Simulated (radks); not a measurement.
# Tm³⁺ in [Xe] 4f12: an all-electron calculation

One table from this session's results is given with a row withheld; the runs are named, their logs left out.

The numbers are computed with radks (a radial shooting solver on a logarithmic mesh, Libxc functionals) version 1 (scalar-relativistic Kohn-Sham, LDA (Slater exchange, Perdew-Zunger correlation), spin-unpolarised, spherical densities, finite nucleus), except any that are marked as measured or tabulated.

### The atom as given

```
element            : thulium (Z = 69)
charge             : +3
electrons          : 66
configuration      : [Xe] 4f12
nuclear rms radius : 5.2256 fm
```

Outer shells as boxes (Hund's rule):

Tm³⁺
```
[Xe] core
4f [↑↓][↑↓][↑↓][↑↓][↑↓][↑ ][↑ ]
```

The first run:

Settings of this run:

```text
Z 69
configuration [Xe] 4f12 6s0 5d0
relativity scalar-relativistic
functional lda,pz
spin unpolarised
nucleus finite rms 5.2256 fm
c 137.035999084
```

Launch:

```bash
> python run_ks.py task.json out
```

All runs below come from this command, one after another.

One table of the session follows, with a row left open; its other results are not shown here.

It belongs to the step «Orbitals and density». Sizes of the orbitals, from the radial functions (bohr):

| level | <r> | outermost maximum (interpolated) | 90 % within | nodes |
| --- | --- | --- | --- | --- |
| 1s | 0.02003 | 0.0126 | 0.0363 | 0 |
| 2s | 0.08494 | 0.0720 | 0.132 | 1 |
| 2p | 0.07544 | 0.0586 | 0.123 | 0 |
| 3s | 0.2212 | 0.203 | 0.324 | 2 |
| 3p | 0.2205 | 0.200 | 0.330 | 1 |
| 3d | ? | ? | ? | ? |
| 4s | 0.4978 | 0.464 | 0.715 | 3 |
| 4p | 0.5281 | 0.486 | 0.769 | 2 |
| 4d | 0.5704 | 0.501 | 0.858 | 1 |
| 5s | 1.206 | 1.08 | 1.74 | 4 |
| 5p | 1.411 | 1.23 | 2.06 | 3 |
| 4f | 0.7483 | 0.492 | 1.28 | 0 |
| 5d | 2.048 | 1.69 | 3.10 | 2 |
| 6s | 2.891 | 2.66 | 4.11 | 5 |

Estimate the missing values for 3d.

**Answer.** <r>: 0.1999; outermost maximum (interpolated): 0.163; 90 % within: 0.311; nodes: 0. In the column «<r>» it lies between 2s (0.08494) and 3p (0.2205).

Limits of these values: Spin polarisation and multiplet splitting are left out.
